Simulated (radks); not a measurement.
**Sc³⁺ in [Ar]: an all-electron calculation**

One table from this session's results is given with a row withheld; the runs are named, their logs left out.

Method: non-relativistic Kohn-Sham, TPSS, spin-polarised, spherical densities, point nucleus. Code: radks (a radial shooting solver on a logarithmic mesh, Libxc functionals) version 1.

### The atom as given

```
element       : scandium (Z = 21)
charge        : +3
electrons     : 18
configuration : [Ar]
```

The outer shells:

Sc³⁺
```
[Ne] core
3s [↑↓]
3p [↑↓][↑↓][↑↓]
```

The first run:

The run's settings:

```text
Z 21
configuration [Ar] 4s0 3d0 4p0 4f0
relativity non-relativistic
functional tpss,tpss
spin polarised
nucleus point
```

Among the steps run: Self-consistent calculation.

One of the session's tables, all rows but one given; the rest of the session is left out.

It belongs to the step «Orbitals and density». Radial moments (bohr):

```
level      <r>  outermost maximum (interpolated)  90 % within  nodes
   1s  0.07354                            0.0484        0.131      0
   2s   0.3455                             0.285        0.537      1
   2p   0.3085                             0.233        0.508      0
   3s    1.061                             0.923         1.58      2
   3p    1.131                             0.954         1.72      1
   3d    1.357                             0.998         2.23      0
   4s        ?                                 ?            ?      ?
```

Estimate the missing values for 4s.

As computed: <r>: 2.757; outermost maximum (interpolated): 2.53; 90 % within: 3.96; nodes: 3. In the column «<r>» it is the highest.
